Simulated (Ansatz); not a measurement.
**C2H3InNO radical: up Jacob's ladder to CCSD(T)**

The task here is to estimate one member of a computed series from the others.

The runs use Ansatz 0.2.0, Gaussian basis; functionals in def2-TZVPP, the program's frozen cores in correlated methods.

Plan: LDA (SPW92), PBE-D4, revPBE-D4, BLYP-D4, r2SCAN-D4, B97M-V, PBE0-D4, B3LYP-D4, r2SCANh-D4, r2SCAN0-D4, HSE06-D4, BHLYP-D4, CAM-B3LYP-D4, LC-ωPBE, ωB97X-V, ωB97M-V, B2PLYP, PBE-QIDH; CCSD(T)/def2-SVP; CCSD(T)/def2-TZVPP; MP2/def2-QZVPP; extrapolation to the limit; RPA on PBE.

**The relaxed structure**

The geometry comes from an earlier relaxation with PBE0-D4 in a triple-zeta def2 set; it is a stationary point, not always the lowest conformer. In takes the def2 core potential; no spin-orbit term is included.

SMILES `[CH3][In][N]=C=O`, 8 atoms, charge 0, spin multiplicity 2.

Atoms are counted from 1 here; the program's logs count them from 0.

Bond lengths: C1–In2 2.204 Å, C1–H6 1.087 Å, C1–H7 1.090 Å, C1–H8 1.090 Å, In2–N3 2.084 Å, N3–C4 1.202 Å, C4–O5 1.172 Å. Angles: In2–C1–H6 110.8°, In2–C1–H7 106.2°, In2–C1–H8 106.3°, H6–C1–H7 111.5°, H6–C1–H8 111.4°, H7–C1–H8 110.5°, C1–In2–N3 109.6°, In2–N3–C4 138.9°, N3–C4–O5 177.5°.

Set-up of the first run:

The input, in.yaml:

```yaml
crystal:
  periodic: [false, false, false]
  atoms:
    - {symbol: C, position_ang: [0.036216, 1.892857, -0.022797]}
    - {symbol: In, position_ang: [-0.021094, -0.013589, -1.127763]}
    - {symbol: N, position_ang: [-0.023416, -1.602970, 0.220624]}
    - {symbol: C, position_ang: [-0.051376, -2.804974, 0.203753]}
    - {symbol: O, position_ang: [-0.077801, -3.976520, 0.237674]}
    - {symbol: H, position_ang: [0.001949, 2.736264, -0.707212]}
    - {symbol: H, position_ang: [-0.826976, 1.884297, 0.643326]}
    - {symbol: H, position_ang: [0.962487, 1.884644, 0.552386]}
basis:
  gaussian: {orbitals: def2-TZVPP}
magnetization: {spin_polarized: true, initial_magnetization: 1}
hamiltonian: {xc: lda}
output: {orbitals: {seedname: orbitals}}
```

Steps of the session up to this table: LDA; PBE-D4 (GGA); revPBE-D4 (GGA); BLYP-D4 (GGA); r2SCAN-D4 (meta-GGA); B97M-V (meta-GGA); PBE0-D4 (hybrid); B3LYP-D4 (hybrid); r2SCANh-D4 (hybrid); r2SCAN0-D4 (hybrid); HSE06-D4 (hybrid); BHLYP-D4 (hybrid); CAM-B3LYP-D4 (range-separated); LC-ωPBE (range-separated); ωB97X-V (range-separated); ωB97M-V (range-separated); B2PLYP (double hybrid); PBE-QIDH (double hybrid).

One of the session's tables, all rows but one given; the rest of the session is left out.

It belongs to the step «Frontier levels by functional». 

| functional | HOMO (eV) | LUMO (eV) | gap (eV) |
| --- | --- | --- | --- |
| LDA (SPW92) | -5.15 | -4.47 | 0.68 |
| PBE-D4 | -5.01 | -4.12 | 0.89 |
| revPBE-D4 | -4.96 | -3.99 | 0.97 |
| BLYP-D4 | -4.86 | -4.12 | 0.74 |
| r2SCAN-D4 | -5.36 | -3.81 | 1.55 |
| B97M-V | -5.06 | -4.24 | 0.83 |
| PBE0-D4 | -6.05 | -3.31 | 2.74 |
| B3LYP-D4 | -5.84 | -3.68 | 2.17 |
| r2SCANh-D4 | -5.75 | -3.52 | 2.23 |
| r2SCAN0-D4 | -6.32 | -3.09 | 3.24 |
| HSE06-D4 | -5.66 | -3.68 | 1.99 |
| BHLYP-D4 | -6.93 | -2.59 | 4.34 |
| CAM-B3LYP-D4 | -7.26 | -2.51 | 4.75 |
| LC-ωPBE | -8.53 | -1.17 | 7.36 |
| ωB97X-V | ? | ? | ? |
| ωB97M-V | -8.04 | -1.73 | 6.31 |

**Question.** Estimate the row for ωB97X-V.

The run gave: HOMO (eV): -8.08; LUMO (eV): -1.52; gap (eV): 6.56. In the column «HOMO (eV)» it lies between LC-ωPBE (-8.53) and ωB97M-V (-8.04).
